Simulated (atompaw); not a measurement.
# Gold: generating and testing a PAW (atompaw) potential

Task: generate the file, and judge it by its logarithmic derivatives, its ghosts and its cutoff.

Method: atompaw 4.2.0.5, PBE, non-relativistic.

## (1) Settings

The settings as typed:

```json
{
 "element": "gold (Au, Z = 79)",
 "type": "PAW",
 "frozen core": "[Kr] 4d10 4f14",
 "valence charge": "19",
 "reference configuration": "5s2 5p6 5d10 6s0.5 6p0.5",
 "partial waves": "5s (bound): rc 1.70 bohr; 6s (bound): rc 2.40 bohr; 5p (bound): rc 2.05 bohr; 6p (bound): rc 2.40 bohr; 5d (bound): rc 2.40 bohr; 5d channel at 0.05 Ry: rc 2.40 bohr",
 "local potential": "bessel scheme, radius 2.35 bohr",
 "core correction": "smooth core density matched at 1.80 bohr",
 "augmentation charge": "sinc compensation charge, radius 1.80 bohr; PAW radius 2.40 bohr; waves and projectors: custom rrkj vanderbiltortho"
}
```

The nodes and maxima of the atom's own shells, from an earlier all-electron run, set the scale for the radii.

All-electron outer shells of the reference configuration (PBE, non-relativistic, ld1.x):

| shell | level (eV) | outermost node (bohr) | outermost maximum (bohr) |
| --- | --- | --- | --- |
| 4d | -331.05 | 0.20 | 0.41 |
| 4f | -95.34 | – | 0.37 |
| 5s | -85.45 | 0.53 | 0.93 |
| 5p | -55.21 | 0.54 | 0.99 |
| 5d | -9.00 | 0.56 | 1.20 |
| 6s | -4.76 | 1.24 | 2.67 |
| 6p | -1.30 | 1.38 | 3.78 |

## (2) Generating the potential

Au.input

```
Au 79
GGA-PBE loggrid 2001 logderivrange -8 5 326
6 6 5 4 0 0
6 0 0.5
6 1 0.5
0 0 0
c
c
c
c
v
v
c
c
c
v
v
c
c
v
c
2
2.40 1.80 2.35 1.80
n
n
y
0.05
n
custom rrkj vanderbiltortho sinc
bessel
1.70
2.40
2.05
2.40
2.40
2.40
PWSCFOUT
UPFDX 0.0125d0 UPFXMIN -7.d0 UPFZMESH 79.d0
END
```

Command:

```
$ atompaw < Au.input > Au.log
```

**Question.** What will these runs give? Wanted: cutoffs for 10 and 1 mRy, occupied levels; bound ghosts; largest phase difference near zero energy, channels read; lowest eigenvalue of the overlap; share of valence orbitals outside the PAW sphere; UPF file.

As calculated:

| quantity | value |
| --- | --- |
| cutoffs for 10 and 1 mRy, occupied levels | 25 Ry and 40 Ry |
| bound ghosts | none found |
| largest phase difference near zero energy, channels read | 0.011 rad |
| lowest eigenvalue of the overlap (Bessel basis) | 0.306 (d) |
| share of valence orbitals outside the PAW sphere | 5s 0 %, 6s 75 %, 5p 1 %, 6p 94 %, 5d 11 % |
| UPF file | written |

The potential is soft on the atom at that tolerance: the looser tolerance needs 25 Ry. No bound ghost shows below the valence levels. Near zero energy the phases of the channels with partial waves agree within 0.011 rad. A non-relativistic atom is unphysical at this Z; the numbers test the scheme, not the element.
